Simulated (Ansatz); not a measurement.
# ZrB2: response to strain

ZrB2 is deformed so: equal xy, yz and zx engineering shear strains of +2 %. What stress and forces result, by LAPW, PAW and all-electron datasets made for the crystal?

Program: Ansatz 0.2.0. Level of theory: DFT LDA, scalar-relativistic. These are calculated values, not measurements.

## Step 1: The starting structure

It takes space group P6/mmm (No. 191, hexagonal). Conventional cell: a = 3.165 Å, b = 3.165 Å, c = 3.520 Å, α = 90.00°, β = 90.00°, γ = 120.00°. Zr (site symmetry 6/mmm) has 12 B at 2.54 Å in its first shell of neighbours. B (site symmetry -6m2) has 3 B at 1.83 Å and 6 Zr at 2.54 Å in its first shell of neighbours.

As a file:

```cif
data_structure
_symmetry_space_group_name_H-M 'P6/mmm'
_symmetry_Int_Tables_number 191
_cell_length_a 3.1650
_cell_length_b 3.1650
_cell_length_c 3.5200
_cell_angle_alpha 90.000
_cell_angle_beta 90.000
_cell_angle_gamma 120.000
_cell_volume 30.54
loop_
_atom_site_label
_atom_site_type_symbol
_atom_site_symmetry_multiplicity
_atom_site_Wyckoff_symbol
_atom_site_fract_x
_atom_site_fract_y
_atom_site_fract_z
_atom_site_occupancy
Zr1 Zr 1 a 0.00000 0.00000 0.00000 1
B1 B 2 d 0.33333 0.66667 0.50000 1
```

The file gives the conventional cell by its symmetry; the runs use the cell typed in the input.

Atoms are numbered in the order of the input: Zr1, B2, B3.

## Step 2: The deformed structure

Space group P6/mmm before, P-1 after.

## Step 3: LAPW, all electrons

File input.yaml:

```yaml
crystal:
  lattice:
    - [3.1649998255, 0.0316499983, 0.0316499983]
    - [-1.5550902103, 2.7251452528, 0.0115847034]
    - [0.0352, 0.0352, 3.52]
  atoms:
    - { symbol: Zr, position: [0.0, 0.0, 0.0] }
    - { symbol: B, position: [0.3333333333, 0.6666666667, 0.5] }
    - { symbol: B, position: [0.6666666667, 0.3333333333, 0.5] }
kpoints:
  mp_grid: { grid: [13, 13, 10] }
  band_path:
    path:
      - [0.0, 0.0, 0.0]
      - [0.0, -0.5, 0.0]
      - [0.0, 0.0, 0.5]
      - [0.0, 0.0, 0.0]
      - [-0.5, 0.0, 0.0]
      - [-0.5, 0.5, -0.5]
      - [0.0, 0.0, 0.0]
      - [-0.5, 0.0, -0.5]
      - [-0.5, 0.5, 0.0]
    npoints: 5
scf:
  occupations: { method: fermi_dirac, width: 0.03 }
hamiltonian:
  xc: lda
  pseudopotentials: { kind: all_electron, lapw: { basis_error: 0.001 } }
output:
  forces: true
  stress: true
  eigenvalues: true
```

Started as:

```
ansatz run input.yaml --threads 1 --pin off --max-ram 4096MiB --backend cpu --events-out ev --progress --plain --runs-dir out
```

Standard output (excerpt; [...] marks lines left out):

```text
LAPW: plane waves up to 8.721 Å⁻¹, error target 1.0e-3 eV per atom; small_component_spin mean_spin; B in spheres of 0.906 Å, 5 of its electrons in bands, Dirac shells []; Zr in spheres of 1.225 Å, 30 of its electrons in bands, Dirac shells []
[...]
Pseudopotentials: kind: all_electron
Pseudopotential: Zr, LAPW, valence charge 30, Koelling and Harmon's equation, gaussian nucleus
Pseudopotential: B, LAPW, valence charge 5, Koelling and Harmon's equation, gaussian nucleus
Functional definition: SPW92
[...]
Crystal: 3 atoms, lattice volume = 30.527 Å³
Basis set: ecut = 289.8045226055146 eV, 347 PW (Γ), exchange–correlation at level 2
Bands: 24, of which v1, the nominal top of the filled ones, is band 20 counted from 1 (19 counted from 0)
Symmetry: 2 space group operations
Space group: P-1 (ITA 2), of the structure as read, at distance tolerance 3.1e-5 Å
k-points: 846 of 1690
[...]
SCF iter   1: F=—  HF=-99165.473390 eV  |F-HF|=—  |Δ(HF+E_count)|=         —  Δρ=7.48e-2  dr2=3.40e0  ethr=8.49e-3  ⟨swp⟩=2.0  Hψ=133342  notcnv=0
[...]
SCF iter   8: F=-99164.254504 eV  HF=-99164.254504 eV  |F-HF|=8.09e-9  |Δ(HF+E_count)|=   6.04e-8  Δρ=1.28e-5  dr2=3.58e-8  ethr=1.67e-9  ⟨swp⟩=2.8  Hψ=57909  notcnv=0
[...]
NSCF: frozen V_eff on 41 k-points
SCF converged after 8 iterations
Free energy (F): -99164.254504 eV
[...]
E sigma→0 (E₀):  -99164.253983 eV
Entropy (-TS):   -0.001042 eV (-0.347 meV/atom)
Fermi energy:    17.227957 eV
[...]
--- Forces (eV/Å), atoms counted from 1 ---
  atom   1  Zr     0.00000000     0.00000000     0.00000000
  atom   2  B      0.03886373     0.00517945    -0.00381236
  atom   3  B     -0.03886373    -0.00517945     0.00381236
[...]
--- Stress (GPa, compression-positive) ---
       -7.374413      -4.991737      -4.933393
       -4.991737      -7.354271      -4.931036
       -4.933393      -4.931036      -6.061766
  P = ⅓ Tr σ = -6.9302 GPa (-69.302 kbar)
--- Band table (eV; the first three rows and the last of 846) ---
  k-point 0: bands = ["-379.8972", "-293.5047", "-293.4846", "-293.4839", "-153.9413", "-153.9309", "-151.3146", "-151.3097", "-151.3095", "-151.2944", "-151.2939", "-31.3159", "-9.5636", "-9.0139", "-8.9743", "4.5378", "14.3758", "14.5252", "14.6157", "14.8664", "20.4237", "20.5272", [...]
[...]
```

Wall time 2.2 min (1 thread of Arm Neoverse V2, shared host); peak memory 1.7 GiB.

Result: pressure -6.93 GPa; no gap; largest force 0.039 eV/Å.

## Step 4: Frozen-core PAW

File input.yaml:

```yaml
crystal:
  lattice:
    - [3.1649998255, 0.0316499983, 0.0316499983]
    - [-1.5550902103, 2.7251452528, 0.0115847034]
    - [0.0352, 0.0352, 3.52]
  atoms:
    - { symbol: Zr, position: [0.0, 0.0, 0.0] }
    - { symbol: B, position: [0.3333333333, 0.6666666667, 0.5] }
    - { symbol: B, position: [0.6666666667, 0.3333333333, 0.5] }
kpoints:
  mp_grid: { grid: [13, 13, 10] }
scf:
  occupations: { method: fermi_dirac, width: 0.03 }
hamiltonian:
  xc: lda
  pseudopotentials: { kind: paw }
output:
  forces: true
  stress: true
  eigenvalues: true
  efg: { contact_densities: true }
  write_density: true
  write_potential: true
  elf: true
  volumetric_format: npy
```

Started as:

```
ansatz run input.yaml --threads 1 --pin off --max-ram 4096MiB --backend cpu --events-out ev --progress --plain --runs-dir out
```

Standard output (excerpt; [...] marks lines left out):

```text
Zr: output.efg is read without spin–orbit coupling, which moves field gradients at and beside such atoms by some per cent and up to a factor of two; PAW files take it under magnetization.noncollinear and magnetization.spin_orbit
[...]
Pseudopotentials: kind: paw
Pseudopotential: Zr, paw, valence charge 12, recommended cutoff 420 eV (normal)
Pseudopotential: B, paw, valence charge 3, recommended cutoff 420 eV (normal)
Functional definition: SPW92
[...]
Crystal: 3 atoms, lattice volume = 30.527 Å³
Basis set: ecut = 420 eV, 577 PW (Γ)
Bands: 13, of which v1, the nominal top of the filled ones, is band 9 counted from 1 (8 counted from 0)
Symmetry: 2 space group operations
Space group: P-1 (ITA 2), of the structure as read, at distance tolerance 3.1e-5 Å
k-points: 846 of 1690
[...]
--- Stress (GPa, compression-positive) ---
       -7.349427      -4.990873      -4.930529
       -4.990873      -7.329920      -4.928201
       -4.930529      -4.928201      -6.102840
  P = ⅓ Tr σ = -6.9274 GPa (-69.274 kbar)
--- PAW observables at the nuclei: V_zz in 10²¹ V/m², potentials from the cell's mean, atoms counted from 1 ---
  atom   1  Zr V_zz =    +5.921795   η = 0.1343   by run symmetry: allowed
            electrostatic potential = -5930.640478 V   contact ρ = 488369.647489 e/Å³
  atom   2  B  V_zz =    +0.162987   η = 0.4841   by run symmetry: allowed
            electrostatic potential = -332.952544 V   contact ρ = 475.394782 e/Å³
  atom   3  B  V_zz =    +0.162987   η = 0.4841   by run symmetry: allowed
            electrostatic potential = -332.952544 V   contact ρ = 475.394782 e/Å³
--- Band table (eV; the first three rows and the last of 846) ---
  k-point 0: bands = ["-32.8220", "-11.0686", "-10.5179", "-10.4783", "3.0381", "12.8786", "13.0269", "13.1183", "13.3686", "18.9225", "19.0259", "19.7991", "19.9830"]
[...]
```

Run time: 20 s. Hardware: 1 thread of Arm Neoverse V2, shared host; peak memory 0.59 GiB.

This run gives: pressure -6.93 GPa; no gap; largest force 0.039 eV/Å; Vzz Zr1 5.92 (η = 0.13), B2 0.16 (η = 0.48) (10²¹ V/m²).

Density in a lattice plane of the grid's cell (edges 3.17 and 3.14 Å, at 0.500 of the third edge), which holds B.

Ten even steps from ' ' (0.15 e/Å³) to '@' (0.79 e/Å³):
```
        ..::--==**##%%@@@@%%##++==--::..        
    ....::--==**##%%@@@@@@%%**++--::....        
  ....::--==**##%%@@@@@@@@##**++--::....        
..::::--==**##%%%%%%%%%%%%##**++--::::..........
::--==++**##%%##**++**##%%##**++==--::::......::
--==++##%%%%##==--::++##%%##**++==------::::----
++**##%%%%##++--::==**%%@@%%##**++++============
**##%%@@@@##++==++**%%@@@@%%####******++++******
%%%%@@@@@@%%######@@@@@@@@%%%%%%%%##############
%%%%@@@@%%%%%%%%@@@@@@@@@@@@@@@@@@%%%%%%%%@@@@%%
%%##############%%%%%%%%@@@@@@@@######%%@@@@@@%%
********++++******####%%@@@@%%**++==++##@@@@%%##
++============++++**##%%@@%%**==::--++##%%%%##**
------::::------==++**##%%##++::--==##%%%%##++==
::::......::::--==++**##%%##**++**##%%##**++==--
............::::--++**##%%%%%%%%%%%%##**==--::::
          ....::--++**##@@@@@@@@%%##**==--::....
          ....::--++**%%@@@@@@%%##**==--::....  
          ..::--==++##%%@@@@%%##**==--::..      
        ....::--++**##%%%%%%##**++--::....      
```
Columns run along the first of these edges and rows up along the second, over one cell in 24 and 20 even steps from the bottom left corner. Atoms in the plane (fractional): B at (0.33, 0.67), B at (0.67, 0.33).

ELF in the same plane.

Values, 12 rows by 12 columns:
```
0.20 0.29 0.44 0.60 0.71 0.77 0.77 0.72 0.60 0.43 0.28 0.20
0.32 0.44 0.54 0.54 0.45 0.41 0.48 0.56 0.54 0.43 0.32 0.28
0.52 0.60 0.54 0.26 0.05 0.05 0.26 0.54 0.59 0.51 0.43 0.44
0.71 0.71 0.45 0.05 0.01 0.10 0.48 0.71 0.70 0.60 0.55 0.60
0.82 0.76 0.41 0.05 0.10 0.43 0.78 0.82 0.71 0.54 0.56 0.72
0.86 0.77 0.48 0.25 0.48 0.78 0.87 0.78 0.48 0.25 0.48 0.77
0.82 0.72 0.56 0.54 0.71 0.82 0.78 0.43 0.10 0.05 0.41 0.76
0.71 0.60 0.55 0.60 0.70 0.71 0.48 0.10 0.01 0.05 0.45 0.71
0.52 0.44 0.43 0.51 0.59 0.54 0.26 0.05 0.05 0.26 0.54 0.60
0.32 0.28 0.32 0.43 0.54 0.56 0.48 0.41 0.45 0.54 0.54 0.44
0.20 0.20 0.28 0.43 0.60 0.72 0.77 0.77 0.71 0.60 0.44 0.29
0.16 0.20 0.32 0.52 0.71 0.83 0.86 0.83 0.71 0.52 0.32 0.20
```
Columns run along the first of these edges and rows up along the second, over one cell in 12 and 12 even steps from the bottom left corner. Atoms in the plane (fractional): B at (0.33, 0.67), B at (0.67, 0.33).

Both are smooth fields of the valence electrons: close to the nuclei they are not physical.

Outside the cores ELF peaks at 0.87 on the B–B line, 0.9 Å from B; 0.69 beside B, off the lines to its neighbours, 0.8 Å from B.

## Step 5: All-electron PAW on datasets made for the crystal

input.yaml: that of step 4 with these lines changed.

```diff
@@ -15,3 +15,3 @@
   xc: lda
-  pseudopotentials: { kind: paw }
+  pseudopotentials: { kind: all_electron, datasets: crystal }
 output:
@@ -21,5 +21 @@
   efg: { contact_densities: true }
-  write_density: true
-  write_potential: true
-  elf: true
-  volumetric_format: npy
```

Started as:

```
ansatz run input.yaml --threads 1 --pin off --max-ram 4096MiB --backend cpu --events-out ev --progress --plain --runs-dir out
```

Standard output (excerpt; [...] marks lines left out):

```text
[...]
Zr: output.efg is read without spin–orbit coupling, which moves field gradients at and beside such atoms by some per cent and up to a factor of two; PAW files take it under magnetization.noncollinear and magnetization.spin_orbit
[...]
Pseudopotentials: kind: all_electron
Pseudopotential: Zr, paw, valence charge 12, recommended cutoff 320 eV (normal), Koelling and Harmon's equation, gaussian nucleus
Pseudopotential: B, paw, valence charge 3, recommended cutoff 320 eV (normal), Koelling and Harmon's equation, gaussian nucleus
Functional definition: SPW92
[...]
Crystal: 3 atoms, lattice volume = 30.527 Å³
Basis set: ecut = 320 eV, 393 PW (Γ)
Bands: 13, of which v1, the nominal top of the filled ones, is band 9 counted from 1 (8 counted from 0)
Symmetry: 2 space group operations
Space group: P-1 (ITA 2), of the structure as read, at distance tolerance 3.1e-5 Å
k-points: 846 of 1690
[...]
  atom   3  B     -0.03885181    -0.00517943     0.00381184
[...]
--- Stress (GPa, compression-positive) ---
       -7.373394      -4.991886      -4.933468
       -4.991886      -7.353273      -4.931092
       -4.933468      -4.931092      -6.061149
  P = ⅓ Tr σ = -6.9293 GPa (-69.293 kbar)
--- PAW observables at the nuclei: V_zz in 10²¹ V/m², potentials from the cell's mean, atoms counted from 1 ---
  atom   1  Zr V_zz =    +5.978227   η = 0.1345   by run symmetry: allowed
            electrostatic potential = -5926.494109 V   contact ρ = 488426.524325 e/Å³
  atom   2  B  V_zz =    +0.168103   η = 0.5926   by run symmetry: allowed
            electrostatic potential = -330.990048 V   contact ρ = 475.424361 e/Å³
  atom   3  B  V_zz =    +0.168103   η = 0.5926   by run symmetry: allowed
            electrostatic potential = -330.990048 V   contact ρ = 475.424361 e/Å³
--- Band table (eV; the first three rows and the last of 846) ---
  k-point 0: bands = ["-31.3160", "-9.5635", "-9.0140", "-8.9745", "4.5378", "14.3757", "14.5251", "14.6156", "14.8663", "20.4236", "20.5270"]
[...]
```

It took 67 s on 1 thread of Arm Neoverse V2, shared host; peak memory 1.3 GiB.

Result: pressure -6.93 GPa; no gap; largest force 0.039 eV/Å; Vzz Zr1 5.98 (η = 0.13), B2 0.17 (η = 0.59) (10²¹ V/m²).

## Step 6: Stress and forces compared

Stress (GPa, compression positive):

```csv
method,xx,yy,zz,yz,xz,xy
LAPW,-7.37,-7.35,-6.06,-4.93,-4.93,-4.99
PAW,-7.35,-7.33,-6.10,-4.93,-4.93,-4.99
crystal datasets,-7.37,-7.35,-6.06,-4.93,-4.93,-4.99
```

Forces (eV/Å):

```csv
atom,LAPW x,LAPW y,LAPW z,PAW x,PAW y,PAW z,crystal datasets x,crystal datasets y,crystal datasets z
Zr1,0.000,0.000,0.000,0.000,0.000,0.000,0.000,0.000,0.000
B2,0.039,0.005,-0.004,0.039,0.005,-0.004,0.039,0.005,-0.004
B3,-0.039,-0.005,0.004,-0.039,-0.005,0.004,-0.039,-0.005,0.004
```

| method | pressure (GPa) | largest force (eV/Å) | Vzz Zr1 (10²¹ V/m²) | Vzz B2 (10²¹ V/m²) | SCF cycles, by the record's count |
| --- | --- | --- | --- | --- | --- |
| LAPW | -6.93 | 0.039 | – | – | 8 |
| PAW | -6.93 | 0.039 | 5.92 | 0.16 | 6 |
| crystal datasets | -6.93 | 0.039 | 5.98 | 0.17 | 9 |

## Step 7: Summary of results

| quantity | value |
| --- | --- |
| pressure | LAPW -6.93, PAW -6.93, crystal datasets -6.93 GPa |
| largest shear or deviatoric stress (LAPW) | 4.99 GPa |

**Reading.** The largest part of the stress beyond the pressure is 4.99 GPa in size; the atoms are carried along and not relaxed. No run of the undeformed cell stands beside it, so pressure and stress hold what the given cell had before the change, as far as its symmetry allows. PAW: stress within 0.05 GPa of LAPW, forces within 1 meV/Å. Crystal datasets: stress within 0.01 GPa of LAPW, forces within 1 meV/Å.
